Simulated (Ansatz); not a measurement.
# NiO2: the cost of one run

Method: DFT LDA, scalar-relativistic, plane waves, PAW, in Ansatz 0.2.0.

17 further runs of the same task are left out: 17 set aside as unsound or not needed.

### 1 The starting structure

Symmetry: P-3m1, No. 164, trigonal system. The conventional cell has a = 2.763 Å, b = 2.763 Å, c = 4.206 Å, α = 90.00°, β = 90.00°, γ = 120.00°. Ni (site symmetry -3m) has 6 O at 1.84 Å as nearest neighbours. Around O (site symmetry 3m) lie 3 Ni at 1.84 Å.

Structure file:

```xyz
3
Lattice="2.7628 0.0000 0.0000 -1.3814 2.3926 0.0000 0.0000 0.0000 4.2061" Properties=species:S:1:pos:R:3 pbc="T T T"
Ni    0.0000    0.0000    2.1031
O     1.3814    0.7975    3.0226
O     0.0000    1.5951    1.1835
```

It goes back to an entry of the Materials Project, which need not be the stable form.

This cell was relaxed beforehand with the same method: volume 9.27 Å³/atom, gap on the mesh 0.77 eV.

### 2 Plan of the line

Atoms count from 1 in the order of the input.

The energy is mapped over a free internal coordinate and the cell.

The axes are (1) shift of O2 along [0 0 1], its symmetry partners moved as symmetry demands (measured in the relaxed cell): 7 values from −0.15 Å; (2) c/a of the conventional cell at fixed volume: 7 values from 1.325 to 1.720.

Nothing else is relaxed (all other coordinates fixed). Energies count from the relaxed crystal. Points are written as (first, second).

### 3 Grid point (−0.10 Å, 1.325)

File input.yaml:

```yaml
crystal:
  lattice:
    - [2.8940625823, 0.0, 0.0]
    - [-1.4470312911, 2.5063317164, 0.0]
    - [0.0, 0.0, 3.8331858902]
  atoms:
    - { symbol: Ni, position: [0.0, 0.0, 0.5] }
    - { symbol: O, position: [0.6666666667, 0.3333333333, 0.694848303] }
    - { symbol: O, position: [0.3333333333, 0.6666666667, 0.305151697] }
basis:
  ecutwfc: 520.0
kpoints:
  mp_grid: { grid: [12, 12, 6] }
hamiltonian:
  xc: lda
  pseudopotentials: { kind: paw }
scf:
  occupations: { method: gaussian, width: 0.05 }
output:
  forces: true
  stress: true
  eigenvalues: true
```

The run is started by

```
> ansatz run input.yaml --threads 1 --pin off --max-ram 2048MiB --backend cpu --events-out ev --progress --plain --runs-dir out
```

What time and memory should one allow on 1 thread of Arm Neoverse N1, shared host?

About 7.2 s, with a peak of 0.33 GiB.
